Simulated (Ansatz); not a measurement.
The system is BiS.

```xyz
2
Lattice="2.1093 1.2178 3.5005 -2.1093 1.2178 3.5005 0.0000 -2.4356 3.5005" Properties=species:S:1:pos:R:3 pbc="T T T"
Bi    0.0000    0.0000    0.0000
S     0.0000    0.0000    5.2507
```

The cell was built by a generator and needn't be a form met in nature.

Program: Ansatz 0.2.0. Alike in all runs: potentials or basis Ansatz PAW; cell as given; k mesh 4 × 4 × 4; cutoff (eV) 420; smearing fermi-dirac 0.05 eV; the mesh is coarse, so values aren't converged.

**Question.** Order these runs on this cell by their pressure, lowest first.
A. level HSEsol; spin off; points for each segment of the path 4
B. level HSE06; spin SOC, no magnetisation
C. level HF; spin off
D. level PBE0; spin off

**Answer.** A (-5.1 GPa), D (-3.4 GPa), B (-1.6 GPa), C (1.2 GPa).

Caveats: all runs use coarse meshes; the PAW data sets come from PBE, with cores solved anew for the run's functional, which leaves a small shift of forces and pressure; the thresholds are loose for stress.
